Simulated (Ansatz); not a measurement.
Wanted: the native input for an Ansatz 0.2.0 run.

- Task: relaxation of cell and atoms
- Functional: PBEsol
- Dispersion: D3(BJ)-ATM
- Potentials or basis: Ansatz PAW
- Cutoff: 420 eV (not typed: the program's choice for these potentials)
- k mesh: 6 × 6 × 6
- Occupations: fermi-dirac, width 0.05 eV
- Spin: collinear spin, ferromagnetic start
- Starting moments: [4.0, 4.0, 4.0, 4.0, 0.0, 0.0, 0.0, 0.0, 0.0, 0.0, 0.0, 0.0] μB

MnO2:

```
Mn O
1.0
     0.00000    4.01999    4.01999
     4.01999    0.00000    4.01999
     4.01999    4.01999    0.00000
Mn O
4 8
Cartesian
  1.0050 1.0050 1.0050
  3.0150 3.0150 1.0050
  1.0050 3.0150 3.0150
  3.0150 1.0050 3.0150
  2.9021 2.9021 2.9021
  5.1379 5.1379 2.9021
  2.9021 5.1379 5.1379
  5.1379 2.9021 5.1379
  4.9121 4.9121 7.1479
  7.1479 7.1479 7.1479
  4.9121 7.1479 4.9121
  7.1479 4.9121 4.9121
```

The cell is a database's computed one.

These files were run (other wordings do the same):

input.yaml

```yaml
crystal:
  lattice:
    - [0.0, 4.0199925062, 4.0199925062]
    - [4.0199925062, 0.0, 4.0199925062]
    - [4.0199925062, 4.0199925062, 0.0]
  atoms:
    - { symbol: Mn, position: [0.125, 0.125, 0.125], spin: 4.0 }
    - { symbol: Mn, position: [0.125, 0.125, 0.625], spin: 4.0 }
    - { symbol: Mn, position: [0.625, 0.125, 0.125], spin: 4.0 }
    - { symbol: Mn, position: [0.125, 0.625, 0.125], spin: 4.0 }
    - { symbol: O, position: [0.3609537633, 0.3609537633, 0.3609537633] }
    - { symbol: O, position: [0.3609537633, 0.3609537633, 0.91713871] }
    - { symbol: O, position: [0.91713871, 0.3609537633, 0.3609537633] }
    - { symbol: O, position: [0.3609537633, 0.91713871, 0.3609537633] }
    - { symbol: O, position: [0.8890462367, 0.8890462367, 0.33286129] }
    - { symbol: O, position: [0.8890462367, 0.8890462367, 0.8890462367] }
    - { symbol: O, position: [0.8890462367, 0.33286129, 0.8890462367] }
    - { symbol: O, position: [0.33286129, 0.8890462367, 0.8890462367] }
hamiltonian:
  xc: pbesol
  pseudopotentials: { kind: paw }
  dispersion: d3bjatm
magnetization:
  spin_polarized: true
kpoints:
  mp_grid: { grid: [6, 6, 6] }
scf:
  occupations: { method: fermi_dirac, width: 0.05 }
output:
  forces: true
  stress: true
  eigenvalues: true
  write_density: true
  write_potential: true
  elf: true
  volumetric_format: npy
relax:
  f_tol: 0.01
  max_steps: 40
  cell: { stress_tol: 0.05 }
```

Potentials or basis: Ansatz PAW.

Launch:

```console
$ ansatz run input.yaml --threads 4 --pin off --max-ram 11264MiB --backend cpu --events-out ev --progress --plain --runs-dir out
```

Results of the run:

- Relaxed volume: 10.57 Å³/atom
- Relaxed cell: a = 5.639 Å, b = 5.639 Å, c = 5.639 Å, α = 60.00°, β = 60.00°, γ = 60.00°
- Space group after relaxing (to 0.05 Å): Fd-3m (No. 227)
- Energy gained by relaxing: 2.6 meV/atom
- Ionic steps: 7
- Pressure after relaxing: 0.0 GPa
- Band gap on the k mesh: 0.30 eV, indirect (least direct gap 0.50 eV)
- Net moment: 11.99 μB per cell
- Absolute moment: 12.09 μB per cell
- Site moments: Mn +2.45; O +0.07 μB

Caveat: the plane-wave basis is chosen anew once the cell has moved, so the energies of steps on either side of that aren't comparable; the pressure holds a Pulay correction of +0.8 GPa for the finite cutoff; only a ferromagnetic start was run, and an antiferromagnetic order may lie lower in energy; the PAW data sets come from PBE, with cores solved anew for the run's functional, which leaves a small shift of forces and pressure.

Wall time 39 s on 4 threads of Intel(R) Xeon(R) Platinum 8488C (Sapphire Rapids) (shared host), peak memory 0.75 GiB.
